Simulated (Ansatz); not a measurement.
# In5Bi7Te5Se7: the cost of one run

Program: Ansatz 0.2.0. Level of theory: DFT PBE, scalar-relativistic, plane waves, PAW. These are calculated values, not measurements.

### Step 1. The structure to begin with

The cell holds 24 atoms (Bi7In5Se7Te5): a = 7.323 Å, b = 7.323 Å, c = 8.968 Å, α = 90.00°, β = 90.00°, γ = 120.00°.

The sites of an ideal rock salt lattice, at a guessed lattice constant, take 7 Bi, 5 In; 7 Se, 5 Te (sublattices apart by semicolons), with a shake of 0.02 Å. Warren-Cowley parameters of the first shell (negative: unlike neighbours preferred): Bi-In -0.03. In a cell this small the draw can fall short of the order aimed at.

The coordinates stand in the first input below.

### Step 2. Relaxing on a coarse mesh

A cheap relaxation: coarse mesh, no symmetry, loose thresholds.

File input.yaml:

```yaml
crystal:
  lattice:
    - [-5.1778, -5.1778, 0.0]
    - [0.0, 5.1778, 5.1778]
    - [-5.1778, 5.1778, -5.1778]
  atoms:
    - { symbol: Se, position: [0.5013877757, 0.5000502396, 0.5013951611] }
    - { symbol: Se, position: [0.0012877983, 0.4997115935, 0.501573285] }
    - { symbol: Se, position: [0.3329307923, 0.6662246032, 0.1663761921] }
    - { symbol: Se, position: [0.1736403031, 0.8367771682, 0.8354587624] }
    - { symbol: Se, position: [0.9933201976, 0.9981168882, 0.5028876131] }
    - { symbol: Se, position: [0.3322173032, 0.1621887006, 0.1690508363] }
    - { symbol: Se, position: [0.8316627595, 0.1688070049, 0.1700655886] }
    - { symbol: In, position: [0.3289052092, 0.1609292341, 0.6657823791] }
    - { symbol: In, position: [0.4971486618, 0.4958035702, 0.0019194875] }
    - { symbol: In, position: [0.8330727727, 0.6683952939, 0.666098096] }
    - { symbol: In, position: [0.33656437, 0.6677035066, 0.6661903712] }
    - { symbol: In, position: [0.1619144666, 0.8303088972, 0.3341134548] }
    - { symbol: Te, position: [0.1635291977, 0.3342748494, 0.8336365796] }
    - { symbol: Te, position: [0.6693652417, 0.3286414025, 0.8340176138] }
    - { symbol: Te, position: [0.8374312698, 0.668850601, 0.1642929457] }
    - { symbol: Te, position: [0.6657917033, 0.830558816, 0.8329753603] }
    - { symbol: Te, position: [0.4980865837, 0.0018347463, 0.4995613187] }
    - { symbol: Bi, position: [0.5014058908, 0.9973521977, 0.0012545152] }
    - { symbol: Bi, position: [0.0009122462, 0.998967733, 0.9985725039] }
    - { symbol: Bi, position: [0.8295630438, 0.1653377819, 0.6672014391] }
    - { symbol: Bi, position: [0.6666149893, 0.3365397211, 0.3320376404] }
    - { symbol: Bi, position: [0.1664356346, 0.3330143474, 0.3329576805] }
    - { symbol: Bi, position: [0.9951135599, 0.4946851778, 0.9994232076] }
    - { symbol: Bi, position: [0.671291523, 0.829794873, 0.3352755518] }
  symmetry: { detect: false }
basis:
  ecutwfc: 420
kpoints:
  mp_grid: { grid: [2, 2, 2], shift: [0.5, 0.5, 0.5] }
hamiltonian:
  xc: pbe
scf:
  occupations: { method: gaussian, width: 0.1 }
  lower_state_search: "off"
output:
  forces: true
  stress: true
  eigenvalues: true
relax:
  adjacent_minimum: "off"
  f_tol: 0.04
  max_steps: 50
  cell: { stress_tol: 0.3 }
```

Launch:

```
> ansatz run input.yaml --threads 4 --pin off --max-ram 9216MiB --backend cpu --events-out ev --progress --plain --runs-dir out
```

What time and memory should one allow on 4 threads of Intel Xeon 6975P-C (Granite Rapids), shared host?

About 4.6 min, with a peak of 3.2 GiB.
